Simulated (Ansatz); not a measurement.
Run this with Ansatz 0.2.0, Python API and show what comes out.

Script `run_disp.py`:
```python
# -*- coding: utf-8 -*-
'''D3 and D4 corrections for MgRe2O12 against volume.'''

import ansatz as az
import numpy as np

vectors0 = np.array([
    [6.3779, 0.0, 0.0],
    [-2.333138, 6.804173, 0.0],
    [-2.552241, -2.352369, 6.605535],
])
sites = [
    ('Mg', (0.861218, 0.915877, 0.90648)),
    ('Re', (0.895721, 0.665314, 0.293739)),
    ('Re', (0.138194, 0.341897, 0.730077)),
    ('O', (0.769509, 0.636208, 0.703499)),
    ('O', (0.327742, 0.27103, 0.273597)),
    ('O', (0.681719, 0.104843, 0.860195)),
    ('O', (0.396347, 0.133805, 0.239152)),
    ('O', (0.259329, 0.585841, 0.911996)),
    ('O', (0.760473, 0.408676, 0.133173)),
    ('O', (0.719576, 0.701919, 0.423748)),
    ('O', (0.357915, 0.330911, 0.645495)),
    ('O', (0.190369, 0.724044, 0.467962)),
    ('O', (0.880488, 0.310929, 0.526123)),
    ('O', (0.90714, 0.835098, 0.146498)),
    ('O', (0.059261, 0.133309, 0.832666)),
]


def on_lattice(cell):
    crystal = az.Crystal(lattice=az.Lattice.of(cell))
    for symbol, position in sites:
        crystal = crystal.atom(symbol, position)
    return crystal

atoms = [(site[0], site[1]) for site in sites]
print('dispersion energy and pressure at linear scale factors', (0.98, 1.0, 1.02))
for functional in (az.Functional.REVPBE, az.Functional.RPBE):
    for method in ('d3bj', 'd4'):
        damping = az.dispersion_damping(method=method, xc=functional)
        line = []
        for scale in (0.98, 1.0, 1.02):
            term = az.pairwise_dispersion(vectors=(vectors0 * scale).tolist(), atoms=atoms, damping=damping, periodic=(True, True, True))
            line.append(f'{term.energy_ev / len(atoms):.4f} eV/atom, {np.trace(term.stress_gpa) / 3:.2f} GPa')
        print(functional.value, method, '|', ' | '.join(line))
print('charges of the D4 model in the last cell:', np.round(term.partial_charges_e, 3))
```

```console
$ python run_disp.py
dispersion energy and pressure at linear scale factors (0.98, 1.0, 1.02)
revpbe d3bj | -0.2043 eV/atom, -2.12 GPa | -0.1903 eV/atom, -1.88 GPa | -0.1774 eV/atom, -1.66 GPa
revpbe d4 | -0.2170 eV/atom, -2.42 GPa | -0.2011 eV/atom, -2.12 GPa | -0.1866 eV/atom, -1.85 GPa
rpbe d3bj | -0.3392 eV/atom, -3.40 GPa | -0.3171 eV/atom, -2.91 GPa | -0.2975 eV/atom, -2.50 GPa
rpbe d4 | -0.2295 eV/atom, -2.55 GPa | -0.2128 eV/atom, -2.22 GPa | -0.1977 eV/atom, -1.94 GPa
charges of the D4 model in the last cell: [ 1.247  1.485  1.481 -0.278 -0.076 -0.282 -0.076 -0.455 -0.403 -0.396
 -0.389 -0.426 -0.405 -0.533 -0.493]
```

The structure comes from a database and needn't be a stable phase.

(A comment or docstring line of the script was reworded after the run, the code is as it ran.)
